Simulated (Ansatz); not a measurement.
# Ti2Al6CO: the cost of one run

Computed with Ansatz 0.2.0 (DFT PBE, scalar-relativistic, plane waves, PAW, unless a step's input says otherwise).

14 further runs of the same task are left out: 14 set aside as unsound or not needed. Runs told in other sessions of the task aren't counted.

## (1) Starting point

Symmetry: Cmm2, No. 35, orthorhombic system. The conventional cell has a = 5.438 Å, b = 8.622 Å, c = 22.136 Å, α = 90.00°, β = 90.00°, γ = 90.00°. Al (site symmetry 2) is surrounded by 5 Al at 2.72 to 2.89 Å and 2 Ti at 2.89 Å. Ti (site symmetry mm2) has 11 Al at 2.72 to 2.93 Å in its first shell of neighbours. Around Al (site symmetry mm2) lie 3 Ti at 2.71 to 2.72 Å and 8 Al at 2.89 to 2.93 Å. Around Al (site symmetry 2) lie 7 Al at 2.72 to 2.93 Å and 4 Ti at 2.84 to 2.93 Å. Ti (site symmetry mm2) has 7 Al at 2.71 to 2.84 Å and 1 C at 2.76 Å in its first shell of neighbours. Around Al (site symmetry mm2) lie 3 Ti at 2.72 to 2.78 Å and 4 Al at 2.87 Å. C (site symmetry mm2) is surrounded by 1 O at 1.16 Å. Around O (site symmetry mm2) lie 1 C at 1.16 Å.

Structure file:

```
CELL_PARAMETERS angstrom
5.09697 0.00000 0.00000
2.19616 4.59957 0.00000
0.00000 0.00000 22.13618
ATOMIC_POSITIONS crystal
Al 0.50000 0.00000 0.18070
Al 0.00000 0.50000 0.18070
Ti 0.50000 0.50000 0.24211
Al 0.00000 0.00000 0.24211
Al 0.00000 0.50000 0.30763
Al 0.50000 0.00000 0.30763
Ti 0.00000 0.00000 0.36466
Al 0.50000 0.50000 0.36755
C 0.00000 0.00000 0.48952
O 0.00000 0.00000 0.54193
```

This is the geometry of the first run shown, built on a cell relaxed beforehand with the same method.

## (2) The scan

Atoms count from 1 in the order of the input.

CO stands on one site of a rigid substrate while its tilt and height are varied at a fixed bond length.

The axes are (1) tilt of the C9-O10 axis from the surface normal: 7 values from 0 to 90 °; (2) height of C9 above the plane of Al8: 6 values from 2.00 to 3.55 Å.

Nothing else is relaxed. Points are written as (first, second).

## (3) The run at (0°, 2.70 Å)

The cell repeats along c, and a dipole correction in the vacuum removes the field between the copies.

input.yaml reads:

```yaml
crystal:
  lattice:
    - [5.0969736982, 0.0, 0.0]
    - [2.1961599276, 4.5995676375, 0.0]
    - [0.0, 0.0, 22.1361793001]
  atoms:
    - { symbol: Al, position: [0.5, 0.0, 0.1806996567] }
    - { symbol: Al, position: [0.0, 0.5, 0.1806996567] }
    - { symbol: Ti, position: [0.5, 0.5, 0.2421138092] }
    - { symbol: Al, position: [0.0, 0.0, 0.2421138092] }
    - { symbol: Al, position: [0.0, 0.5, 0.3076271391] }
    - { symbol: Al, position: [0.5, 0.0, 0.3076271391] }
    - { symbol: Ti, position: [0.0, 0.0, 0.3646643612] }
    - { symbol: Al, position: [0.5, 0.5, 0.3675512016] }
    - { symbol: C, position: [0.0, 0.0, 0.4895234698] }
    - { symbol: O, position: [0.0, 0.0, 0.5419263703] }
basis:
  ecutwfc: 420
kpoints:
  mp_grid: { grid: [6, 6, 1] }
hamiltonian:
  xc: pbe
  pseudopotentials: { kind: paw, azcp: { folder: soft_1 } }
scf:
  occupations: { method: gaussian, width: 0.1 }
output:
  forces: true
  eigenvalues: true
efield:
  axis: 3
  dipole_correction: true
  ramp_width: 0.04
```

Launch:

```
ansatz run input.yaml --threads 1 --pin off --max-ram 3072MiB --backend cpu --events-out ev --progress --plain --runs-dir out
```

**Question.** How long does this run take on 1 thread of Arm Neoverse V2, shared host, and how much memory does it need?

About 21 s, with a peak of 0.63 GiB.
